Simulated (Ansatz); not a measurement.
LaPb2:

```
Pb La
1.0
    -2.06634    2.06634    5.63845
     2.06634   -2.06634    5.63845
     2.06634    2.06634   -5.63845
Pb La
2 1
Direct
  0.68639 0.68639 0.00000
  0.31361 0.31361 0.00000
  0.00000 0.00000 0.00000
```

The cell comes from a database or a generator and needn't be the stable form of this composition.

| Property | Result |
| --- | --- |
| Program | Ansatz 0.2.0 |
| Task | relaxation of cell and atoms |
| Functional | PBEsol |
| Dispersion | D3(BJ) |
| Potentials or basis | Ansatz PAW |
| Cutoff | 420 eV (not typed: the program's choice for these potentials) |
| k mesh | 9 × 9 × 9 |
| Occupations | fermi-dirac, width 0.05 eV |
| Spin | no spin polarisation |

At the start: volume 32.10 Å³/atom.

Question: How do energy, volume and symmetry change on relaxing?

Answer: It ends after 6 steps and the volume is 28.58 Å³/atom (-11.0 %); space group I4/mmm (No. 139, to 0.05 Å).

Step by step:
```csv
step,energy change (eV),largest force (eV/Å),volume (Å³)
1,0.0000,0.0020,96.30
2,-0.1841,0.1090,84.34
3,-0.1961,0.0005,86.02
4,-0.1964,0.0067,86.00
5,-0.1968,0.0047,85.75
6,-0.1961,0.0047,85.75
```

Final structure:
```cif
data_structure
_symmetry_space_group_name_H-M 'P 1'
_symmetry_Int_Tables_number 1
_cell_length_a 6.2250
_cell_length_b 6.2250
_cell_length_c 6.2250
_cell_angle_alpha 143.269
_cell_angle_beta 143.269
_cell_angle_gamma 52.921
_cell_volume 85.75
loop_
_atom_site_label
_atom_site_type_symbol
_atom_site_fract_x
_atom_site_fract_y
_atom_site_fract_z
_atom_site_occupancy
Pb1 Pb 0.68301 0.68301 0.00000 1
Pb2 Pb 0.31699 0.31699 0.00000 1
La1 La 0.00000 0.00000 0.00000 1
```

Caveat: the plane-wave basis is chosen anew once the cell has moved, so the energies of steps on either side of that aren't comparable; pairwise dispersion overbinds metals, which lowers pressure and volume; the PAW data sets come from PBE, with cores solved anew for the run's functional, which leaves a small shift of forces and pressure.
